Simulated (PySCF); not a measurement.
# CCSD/STO-3G run of InN2H4Br (SMILES [NH2][In]([NH2])[Br])

Wanted: a single-point energy of InN2H4Br. 

The results are computed with PySCF 2.14.0.

2 further runs of the same task are left out: 2 set aside as unsound or not needed.

**1. The system as given**

InN2H4Br has 8 atoms, charge 0, and is taken as a singlet. As SMILES, `[NH2][In]([NH2])[Br]`. Geometry: relaxed at PBE0-D4/def2-TZVP.

Bond lengths: N1–In2 2.010 Å, In2–N3 2.010 Å, In2–Br4 2.474 Å, N1–H5 1.010 Å, N1–H6 1.010 Å, N3–H7 1.010 Å, N3–H8 1.010 Å. Angles: N1–In2–N3 127.7°, N1–In2–Br4 115.6°, N3–In2–Br4 115.6°, In2–N1–H5 114.7°, In2–N1–H6 117.0°, In2–N3–H7 114.7°, In2–N3–H8 117.0°, H5–N1–H6 109.1°, H7–N3–H8 109.1°.

**2. The energy at CCSD/STO-3G**

Input file input.py:

```python
from pyscf import gto, cc

mol = gto.M(
    atom='''
N     -1.524820     3.158866     0.099022
In    -0.354324    -0.377000    -0.646664
N      1.546741    -2.727253     1.653888
Br    -2.169217    -2.337780    -4.483753
H     -2.122351     4.139634    -1.426554
H     -0.355646     4.260199     1.131001
H      2.267860    -4.273049     0.795764
H      2.885990    -1.951520     2.771850
''',
    charge=0,
    max_memory=1860,
    unit='bohr',
    basis='sto-3g',
    verbose=3,
)

myscf = mol.RHF()
myscf.conv_tol = 1e-10
myscf.kernel()
if not myscf.converged:
    myscf = myscf.newton().run(myscf.mo_coeff, myscf.mo_occ)

mycc = cc.CCSD(myscf, frozen=29)
mycc.kernel()
e_final = mycc.e_tot
print('E = %.10f Eh' % e_final)
myscf.analyze()
```

The run is started by

```sh
$ OMP_NUM_THREADS=1 python input.py
```

What values should one expect? Wanted: total energy; dipole moment; HOMO energy; LUMO energy; HOMO–LUMO gap; correlation energy; T1 diagnostic.

**Answer.** As computed:

At CCSD/STO-3G, 29 core orbitals frozen:

| quantity | value |
| --- | --- |
| total energy | -8337.61608 Eh |
| dipole moment (Hartree–Fock density) | 3.68 D |
| HOMO energy (Hartree–Fock orbitals) | -7.39 eV |
| LUMO energy (Hartree–Fock orbitals) | 6.25 eV |
| HOMO–LUMO gap (Hartree–Fock orbitals) | 13.64 eV |
| correlation energy (29 core orbitals frozen) | -156.2 mEh |
| T1 diagnostic | 0.014 |

In words: Relativity is left out although the molecule holds a heavy atom.
